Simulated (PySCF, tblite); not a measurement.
# C₅H₅F₆P: geometry, infrared bands and NMR shifts

Wanted: the infrared bands and NMR shifts of C₅H₅F₆P (`FC(F)(F)C1CP(C(F)(F)F)C1`), by calculation.

Computed with tblite 0.8.0 and PySCF 2.14.0, with density-fitted response routines of our own, on a single molecule in the gas phase. Atoms are numbered from 0 throughout.

## Step 1: The starting structure

17 atoms, charge 0, multiplicity 1; geometry from: force field or distance geometry start.

Bonds of the start (Å): F0–C1 1.40, C1–F2 1.41, C1–F3 1.36, C1–C4 1.51, C4–C5 1.53, C5–P6 1.86, P6–C7 1.87, C7–F8 1.36, C7–F9 1.39, C7–F10 1.38, P6–C11 1.82, C11–C4 1.50, C4–H12 1.12, C5–H13 1.10, C5–H14 1.09, C11–H15 1.11, C11–H16 1.12.

## Step 2: Optimising the geometry with GFN2-xTB

The job: settings as JSON, then the geometry in Å.

```
{"job": {"kind": "relax", "xc": "GFN2-xTB", "basis": "xTB"}, "charge": 0, "multiplicity": 1}
F     -2.954000    -0.755600    -0.562700
C     -2.286100     0.331100     0.005400
F     -2.001500     0.019400     1.355400
F     -3.034900     1.453300    -0.137600
C     -0.921600     0.376700    -0.637300
C     -0.228700    -0.958000    -0.361100
P      0.811300    -0.189900     0.977300
C      2.605700    -0.603900     0.627100
F      3.357700     0.518000     0.442600
F      2.704100    -1.390500    -0.510100
F      3.019900    -1.367900     1.696500
C      0.118200     1.217400     0.047800
H     -1.037100     0.583900    -1.735600
H     -0.940700    -1.696700     0.039300
H      0.341400    -1.257500    -1.236900
H     -0.346400     2.012100     0.676400
H      0.785700     1.719900    -0.696500
```

The run is started by

```
OMP_NUM_THREADS=1 python probes_run.py task.json out
```

The driver reads the jobs from task.json and runs them one after another.

**Question.** This job is followed by: GFN2-xTB harmonic vibrations, gas phase; GIAO PBE0/pcSseg-1 NMR shielding, non-relativistic, gas phase. Predict these results of the whole session: strongest single infrared mode (GFN2-xTB); zero-point energy (GFN2-xTB); 13C shifts against TMS (PBE0/pcSseg-1, means over atoms taken as alike); 1H shifts against TMS (PBE0/pcSseg-1, means over atoms taken as alike); 19F shifts against CFCl3 (PBE0/pcSseg-1, means over atoms taken as alike); 31P shifts against H3PO4 (PBE0/pcSseg-1).

The runs gave:

| quantity | value |
| --- | --- |
| strongest single infrared mode (GFN2-xTB) | 1042 cm⁻¹, 294 km/mol |
| zero-point energy (GFN2-xTB) | 62.3 kcal/mol |
| 13C shifts against TMS (PBE0/pcSseg-1, means over atoms taken as alike) | 142.9, 137.9, 43.1, 19.8 ppm |
| 1H shifts against TMS (PBE0/pcSseg-1, means over atoms taken as alike) | 3.23, 2.90, 2.13 ppm |
| 19F shifts against CFCl3 (PBE0/pcSseg-1, means over atoms taken as alike) | -81.8, -93.3 ppm |
| 31P shifts against H3PO4 (PBE0/pcSseg-1) | -13.6 ppm |

What this shows: Over 99 steps the energy fell by 1.010 eV; of the close pairs, C1–F2 changed most, 1.414 to 1.345 Å. No mode is imaginary among the 45: a minimum at this level. The strongest single mode, at 1042 cm⁻¹, moves mainly C7. GFN2-xTB is a fitted tight-binding method: band positions and strengths are rough. Its intensities can rank the bands wrongly.
